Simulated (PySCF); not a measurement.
# CH4F3PSi: electronic excitations and core binding energies

Aim: predict the electronic excitations and core binding energies of CH4F3PSi (`FC(F)(F)[SiH2]P`).

The runs use PySCF 2.14.0, with density-fitted response routines of our own; the level of theory stands in each step. All values are computed, except where a source is named. Atoms count from 0, in the outputs and in this text.

## Step 1: The molecule as given

10 atoms, charge 0, multiplicity 1; geometry from: GFN2-xTB.

Bonds of the start (Å): F0–C1 1.35, C1–F2 1.35, C1–F3 1.35, C1–Si4 1.95, Si4–P5 2.22, Si4–H6 1.47, Si4–H7 1.46, P5–H8 1.39, P5–H9 1.39.

## Step 2: Ultraviolet spectrum: wB97X-D/def2-SVPD

The job: settings as JSON, then the geometry in Å.

```
{"job": {"kind": "uv", "xc": "wB97X-D", "basis": "def2-SVPD", "nstates": 8, "ntriplets": 3}, "charge": 0, "multiplicity": 1}
F     -1.516924    -0.909762     1.231848
C     -1.379628    -0.320457     0.025184
F     -2.521546     0.356390    -0.192887
F     -1.356461    -1.322460    -0.876604
Si     0.207844     0.803127    -0.061985
P      1.803634    -0.645564    -0.609716
H      0.191610     1.491326     1.231468
H     -0.053905     1.737921    -1.154818
H      1.779930    -1.349642     0.589055
H      2.854327     0.163774    -0.204074
```

Method: TDDFT wB97X-D/def2-SVPD, vertical, gas phase, core orbitals frozen in the response.

Command:

```bash
$ OMP_NUM_THREADS=1 python probes_run.py task.json out
```

One launch serves the whole session: the jobs run in the order shown.

Output:

```text
coarse grid: 10072 points
cycle   1  E = -970.0884077395  dE =  6.238e-01  |g| = 8.568e-01  |ddm| = 3.368e+00
cycle   2  E = -970.0718100828  dE =  1.660e-02  |g| = 9.984e-01  |ddm| = 1.335e+00
cycle   3  E = -970.2312249029  dE = -1.594e-01  |g| = 4.781e-02  |ddm| = 6.821e-01
cycle   4  E = -970.2317780954  dE = -5.532e-04  |g| = 1.662e-02  |ddm| = 9.876e-02
cycle   5  E = -970.2318625665  dE = -8.447e-05  |g| = 3.438e-03  |ddm| = 3.880e-02
cycle   6  E = -970.2318671977  dE = -4.631e-06  |g| = 8.162e-04  |ddm| = 9.650e-03
final grid: 91360 points
cycle   7  E = -970.3502877132  dE = -1.174e-04  |g| = 7.917e-03  |ddm| = 1.088e-01
cycle   8  E = -970.3502906497  dE = -2.937e-06  |g| = 8.126e-03  |ddm| = 1.704e-02
cycle   9  E = -970.3502999922  dE = -9.342e-06  |g| = 6.408e-04  |ddm| = 4.709e-03
cycle  10  E = -970.3503000945  dE = -1.023e-07  |g| = 3.882e-04  |ddm| = 1.683e-03
cycle  11  E = -970.3503001292  dE = -3.478e-08  |g| = 3.201e-05  |ddm| = 5.818e-04
cycle  12  E = -970.3503001299  dE = -7.051e-10  |g| = 1.734e-05  |ddm| = 1.383e-04
converged SCF energy = -970.3503001299

Static polarisability (au): isotropic 68.702, principal 60.501 64.683 80.922

Singlet excitations
state   eV       nm        f      main configurations
  1   6.5922    188.1   0.05004   H->L 0.60, H->L+2 0.25, H->L+1 0.09
  2   7.1585    173.2   0.20091   H->L+2 0.60, H->L 0.29
  3   7.3197    169.4   0.04553   H->L+1 0.77
  4   7.6156    162.8   0.02895   H->L+3 0.84
  5   8.0133    154.7   0.02550   H->L+4 0.85
  6   8.2210    150.8   0.06451   H-1->L 0.75, H-2->L 0.15
  7   8.4141    147.4   0.00892   H-2->L 0.58, H-1->L+2 0.18, H-1->L 0.12
  8   8.8005    140.9   0.04842   H-1->L+1 0.38, H->L+5 0.12, H-1->L+4 0.09

Triplet excitations (Tamm-Dancoff, eV): 5.7726 6.0669 6.9052
```

Wall time 22 s (1 thread of Arm Neoverse V1, shared host); peak memory 0.71 GiB.

Frontier orbitals and where they lie:

```
orbital      eV                       atoms
 HOMO−3  -12.79  Si4 33 %, H6 25 %, P5 15 %
 HOMO−2  -11.96  Si4 30 %, H7 22 %, P5 21 %
 HOMO−1  -11.37  Si4 21 %, C1 20 %, P5 15 %
   HOMO   -9.95   P5 66 %, Si4 14 %, H8 7 %
   LUMO    1.23  Si4 34 %, P5 29 %, H6 12 %
 LUMO+1    1.69   Si4 36 %, P5 26 %, H8 9 %
 LUMO+2    1.90  P5 32 %, Si4 23 %, H9 15 %
```

With each of the 8 states as a Gaussian band of 0.4 eV half-width at 1/e, the curve within the window shown has maxima at 172 nm (ε 10,000), 151 nm (ε 4,100) L/(mol cm). Beyond the last state computed it falls off for lack of states. The curve at chosen wavelengths:

nm, ε (L/mol/cm) and a bar:
```
      136       1157 ###
      139       2061 #####
      142       2690 #######
      144       3015 ########
      147       3581 ##########
      150       4030 ###########
      153       3982 ###########
      156       3646 ##########
      158       3610 ##########
      161       4312 ############
      164       6037 #################
      167       8253 ########################
      170       9950 #############################
      172      10355 ##############################
      175       9723 ############################
      178       8068 #######################
      181       6175 ##################
      184       4594 #############
      186       3788 ###########
      189       2867 ########
      192       2152 ######
      195       1548 ####
      198       1043 ##
      200        768 ##
      203        455 #
      206        249
```

Ground-state properties from the same run:

```
           property  computed
  dipole moment (D)      2.94
polarisability (Å³)     10.18
 HOMO–LUMO gap (eV)     11.18
      −ε(HOMO) (eV)      9.95
```

## Step 3: Core-electron binding energies: SCAN, X2C

The job, as its differences from that of step 2:

```diff
@@ -1,2 +1,2 @@
-{"job": {"kind": "uv", "xc": "wB97X-D", "basis": "def2-SVPD", "nstates": 8, "ntriplets": 3}, "charge": 0, "multiplicity": 1}
+{"job": {"kind": "xps"}, "charge": 0, "multiplicity": 1}
 F     -1.516924    -0.909762     1.231848
```

Level: delta-SCF UKS SCAN, pcX-2 on the ionised atom, pcseg-1 elsewhere, spin-free X2C.

Output:

```text
ground state, core basis on atom 0 (F), 143 functions
  cycle   1  E = -972.23968416  |g| = 8.15e-01
  cycle   2  E = -972.01154295  |g| = 1.47e+00
  cycle   3  E = -972.34545171  |g| = 6.21e-02
  cycle   4  E = -972.34602123  |g| = 4.35e-02
  cycle   5  E = -972.34640309  |g| = 1.27e-02
  cycle   6  E = -972.34642791  |g| = 4.33e-03
  cycle   7  E = -972.34643066  |g| = 1.02e-03
  cycle   8  E = -972.34643230  |g| = 2.52e-04
  E(ground) = -972.39211569 Eh
hole in F 1s of atom 0
  cycle   1  E = -945.95899959  |g| = 2.58e+00
  cycle   2  E = -944.11520627  |g| = 2.58e+00
  cycle   3  E = -946.10372590  |g| = 1.11e+00
  cycle   4  E = -946.81459894  |g| = 3.31e-01
  cycle   5  E = -946.83611552  |g| = 2.04e-01
  cycle   6  E = -946.84832585  |g| = 6.75e-02
  cycle   7  E = -946.84998181  |g| = 1.20e-02
  cycle   8  E = -946.85002897  |g| = 7.89e-03
  cycle   9  E = -946.85004952  |g| = 1.71e-03
  cycle  10  E = -946.85005061  |g| = 4.43e-04
  E(ion) = -946.90280446 Eh   <S^2> = 0.7572   hole on atom = 1.000   binding energy = 693.599 eV
ground state, core basis on atom 1 (C), 143 functions
  cycle   1  E = -972.31253456  |g| = 1.06e-01
  cycle   2  E = -972.30983642  |g| = 1.58e-01
  cycle   3  E = -972.31371606  |g| = 1.87e-02
  cycle   4  E = -972.31376864  |g| = 6.98e-03
  cycle   5  E = -972.31377493  |g| = 1.31e-03
  cycle   6  E = -972.31377560  |g| = 3.40e-04
  E(ground) = -972.35711240 Eh
hole in C 1s of atom 1
  cycle   1  E = -960.83662909  |g| = 1.50e+00
  cycle   2  E = -954.10682263  |g| = 3.48e+00
  cycle   3  E = -961.12323869  |g| = 6.84e-01
  cycle   4  E = -961.29694736  |g| = 5.01e-01
  cycle   5  E = -961.37474608  |g| = 1.57e-01
  cycle   6  E = -961.38107581  |g| = 6.84e-02
  cycle   7  E = -961.38270535  |g| = 2.00e-02
  cycle   8  E = -961.38282259  |g| = 7.27e-03
  cycle   9  E = -961.38285675  |g| = 2.10e-03
  cycle  10  E = -961.38285848  |g| = 1.11e-03
  cycle  11  E = -961.38285849  |g| = 6.44e-04
  cycle  12  E = -961.38286071  |g| = 4.22e-04
  E(ion) = -961.42880469 Eh   <S^2> = 0.7718   hole on atom = 1.000   binding energy = 297.374 eV
ground state, core basis on atom 4 (Si), 154 functions
  cycle   1  E = -972.39517898  |g| = 2.87e-01
  cycle   2  E = -972.39525007  |g| = 3.55e-02
  cycle   3  E = -972.39522311  |g| = 2.99e-02
  cycle   4  E = -972.39535478  |g| = 7.65e-03
  cycle   5  E = -972.39536413  |g| = 1.54e-03
  cycle   6  E = -972.39536508  |g| = 2.05e-04
  E(ground) = -972.39717905 Eh
hole in Si 1s of atom 4
  cycle   1  E = -903.43785646  |g| = 4.35e+00
  cycle   2  E = -903.29203167  |g| = 2.23e+00
  cycle   3  E = -903.86992473  |g| = 9.79e-01
  cycle   4  E = -904.42925354  |g| = 3.75e-01
  cycle   5  E = -904.49549507  |g| = 1.42e-01
  cycle   6  E = -904.50145291  |g| = 5.63e-02
  cycle   7  E = -904.50285684  |g| = 1.46e-02
  cycle   8  E = -904.50295583  |g| = 6.72e-03
  cycle   9  E = -904.50297272  |g| = 2.15e-03
  cycle  10  E = -904.50297652  |g| = 6.31e-04
  cycle  11  E = -904.50297589  |g| = 1.95e-04
  E(ion) = -904.51460582 Eh   <S^2> = 0.7525   hole on atom = 1.000   binding energy = 1847.179 eV
hole in Si 2p of atom 4
  cycle   1  E = -968.09468751  |g| = 1.24e+00
  cycle   2  E = -967.74772374  |g| = 1.25e+00
  cycle   3  E = -968.32057621  |g| = 4.00e-01
  cycle   4  E = -968.41699210  |g| = 1.23e-01
  cycle   5  E = -968.42133517  |g| = 6.40e-02
  cycle   6  E = -968.42318845  |g| = 1.38e-02
  cycle   7  E = -968.42327179  |g| = 5.27e-03
  cycle   8  E = -968.42328231  |g| = 2.26e-03
  cycle   9  E = -968.42328483  |g| = 7.86e-04
  cycle  10  E = -968.42328628  |g| = 3.12e-04
  E(ion) = -968.43848979 Eh   <S^2> = 0.7534   hole on atom = 1.002   binding energy = 107.721 eV
  2p3/2 = 107.495 eV   2p1/2 = 108.118 eV
ground state, core basis on atom 5 (P), 154 functions
  cycle   1  E = -972.41450900  |g| = 3.40e-01
  cycle   2  E = -972.41434448  |g| = 4.21e-02
  cycle   3  E = -972.41395299  |g| = 5.59e-02
  cycle   4  E = -972.41498090  |g| = 5.15e-03
  cycle   5  E = -972.41498433  |g| = 3.57e-03
  cycle   6  E = -972.41498567  |g| = 2.61e-04
  E(ground) = -972.42887928 Eh
hole in P 1s of atom 5
  cycle   1  E = -892.24123357  |g| = 4.72e+00
  cycle   2  E = -892.18200020  |g| = 2.23e+00
  cycle   3  E = -892.68939547  |g| = 1.04e+00
  cycle   4  E = -893.33575610  |g| = 3.33e-01
  cycle   5  E = -893.37139413  |g| = 2.23e-01
  cycle   6  E = -893.38777814  |g| = 4.11e-02
  cycle   7  E = -893.38825233  |g| = 1.51e-02
  cycle   8  E = -893.38837130  |g| = 3.91e-03
  cycle   9  E = -893.38837715  |g| = 1.79e-03
  cycle  10  E = -893.38837816  |g| = 6.08e-04
  cycle  11  E = -893.38837956  |g| = 2.82e-04
  E(ion) = -893.40295896 Eh   <S^2> = 0.7519   hole on atom = 1.000   binding energy = 2150.405 eV
hole in P 2p of atom 5
  cycle   1  E = -966.97716275  |g| = 1.38e+00
  cycle   2  E = -966.83110032  |g| = 1.19e+00
  cycle   3  E = -967.30910785  |g| = 3.07e-01
  cycle   4  E = -967.35662236  |g| = 1.47e-01
  cycle   5  E = -967.36185647  |g| = 7.77e-02
  cycle   6  E = -967.36406072  |g| = 1.29e-02
  cycle   7  E = -967.36411475  |g| = 5.37e-03
  cycle   8  E = -967.36413135  |g| = 1.43e-03
  cycle   9  E = -967.36413225  |g| = 9.84e-04
  cycle  10  E = -967.36413351  |g| = 4.92e-04
  E(ion) = -967.38912049 Eh   <S^2> = 0.7535   hole on atom = 1.002   binding energy = 137.139 eV
  2p3/2 = 136.907 eV   2p1/2 = 137.797 eV
```

It took 36 s on 1 thread of Arm Neoverse V1, shared host; peak memory 0.47 GiB.

The holes in one table. −ε is the ground-state orbital energy:

```
       hole  stands for                   environment  ΔSCF (eV; 2p as the shell's mean)  −ε (eV)   ⟨S²⟩
  F1s on F0  F0, F2, F3       fluorine of a CF3 group                             693.60    667.6  0.757
  C1s on C1          C1                    CF3 carbon                             297.37    279.9  0.772
Si1s on Si4         Si4   silicon bonded to C, P, 2 H                            1847.18   1794.2  0.753
Si2p on Si4         Si4   silicon bonded to C, P, 2 H                             107.70     97.1  0.753
  P1s on P5          P5  phosphorus bonded to Si, 2 H                            2150.40   2093.1  0.752
  P2p on P5          P5  phosphorus bonded to Si, 2 H                             137.20    126.2  0.754
```

Each hole run stands for the others of its class of like atoms.

With the spin-orbit splitting: Si4 2p3/2 107.50, 2p1/2 108.12 eV; P5 2p3/2 136.91, 2p1/2 137.80 eV. The table gives each 2p level as the mean over the whole 2p shell (two parts 2p3/2, one part 2p1/2), which differs a little from the single hole in the log.

## Step 4: Outcome

| quantity | value |
| --- | --- |
| lowest singlet (wB97X-D/def2-SVPD) | 6.59 eV (188 nm), f = 0.050 |
| brightest single state of those computed | state 2, 7.16 eV, f = 0.201 |
| lowest triplet | 5.77 eV |
| F1s binding energies, SCAN/pcX-2 | F0 693.60 eV |
| C1s binding energies, SCAN/pcX-2 | C1 297.37 eV |
| Si1s binding energies, SCAN/pcX-2 | Si4 1847.18 eV |
| Si2p binding energies, SCAN/pcX-2 | Si4 107.70 eV |
| P1s binding energies, SCAN/pcX-2 | P5 2150.40 eV |
| P2p binding energies, SCAN/pcX-2 | P5 137.20 eV |

The lowest singlet, at 6.59 eV, is HOMO→LUMO 0.60, HOMO→LUMO+2 0.25 and is bright; of the 8 states computed, the strongest absorption comes from state 2 at 7.16 eV. The lowest triplet lies 0.82 eV below the lowest singlet (triplets in Tamm-Dancoff, singlets in full TDDFT).
